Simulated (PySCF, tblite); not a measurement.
# C₅H₁₁GeO radical: geometry, infrared bands and EPR parameters

What infrared bands and EPR parameters should C₅H₁₁GeO radical (`C[C]([GeH3])CC(C)=O`) show?

The runs use tblite 0.8.0 and PySCF 2.14.0, with density-fitted response routines of our own; the level of theory stands in each step. All values are computed, except where a source is named. Atoms count from 0, in the outputs and in this text.

### Step 1. The starting structure

18 atoms, charge 0, multiplicity 2; geometry from: force field or distance geometry start.

Bonds of the start (Å): C0–C1 1.50, C1–Ge2 1.94, C1–C3 1.49, C3–C4 1.48, C4–C5 1.51, C4–O6 1.23, C0–H7 1.11, C0–H8 1.11, C0–H9 1.14, Ge2–H10 1.55, Ge2–H11 1.56, Ge2–H12 1.55, C3–H13 1.11, C3–H14 1.12, C5–H15 1.12, C5–H16 1.11, C5–H17 1.09.

### Step 2. Geometry optimisation with GFN2-xTB

Job settings and geometry (Å):

```
{"job": {"kind": "relax", "xc": "GFN2-xTB", "basis": "xTB"}, "charge": 0, "multiplicity": 2}
C     -1.170500     1.533400    -0.080800
C     -0.931600     0.087800     0.256600
Ge    -2.352400    -0.945200    -0.565300
C      0.334000    -0.451500    -0.319300
C      1.579100     0.224900     0.117700
C      2.860500    -0.311400    -0.468200
O      1.592300     1.185500     0.881100
H     -0.591000     2.234000     0.554000
H     -0.999500     1.716000    -1.162600
H     -2.283000     1.731300     0.069400
H     -2.665300    -2.179800     0.323700
H     -3.621300    -0.078900    -0.817900
H     -1.846300    -1.532300    -1.908200
H      0.439700    -1.526000    -0.065400
H      0.268400    -0.292500    -1.423500
H      2.990700    -1.372000    -0.138800
H      2.675500    -0.346200    -1.558100
H      3.712000     0.329300    -0.235500
```

On the command line:

```bash
> OMP_NUM_THREADS=1 python probes_run.py task.json out
```

The driver reads the jobs from task.json and runs them one after another.

**Question.** This job is followed by: GFN2-xTB harmonic vibrations, gas phase; UKS B3LYP, def2-TZVP-core on Ge, pcH-1 on C H O, non-relativistic, mean-field spin-orbit, GIAO. What will the session give for the following? strongest single infrared mode (GFN2-xTB); zero-point energy (GFN2-xTB); g(iso) (B3LYP); ⟨S²⟩; largest a(iso) (averaged by class); surface potential, 1st and 99th percentile.

As calculated:

| quantity | value |
| --- | --- |
| strongest single infrared mode (GFN2-xTB) | 2030 cm⁻¹, 435 km/mol |
| zero-point energy (GFN2-xTB) | 85.8 kcal/mol |
| g(iso) (B3LYP) | 2.00172 |
| ⟨S²⟩ | 0.754 (exact 0.75) |
| largest a(iso) (averaged by class) | 13C on C1, 92.8 MHz |
| surface potential, 1st and 99th percentile | -1.39 V and 1.20 V |

In words: The optimisation took 256 steps and gained 1.123 eV; among the close pairs (by a distance rule), Ge2–H10 changed most, from 1.553 to 1.496 Å. All 48 modes are real, so the xTB geometry is a minimum. The strongest single mode, at 2030 cm⁻¹, moves mainly H12 and H10. Unscaled tight-binding wavenumbers are off by several per cent, some by more. Its intensities can rank the bands wrongly. Most of the unpaired spin sits on C1 (0.96 e). The isotropic g lies 0.6 ppt below the free-electron value. The hyperfine terms hold no scalar relativity, which the heavier nuclei need.
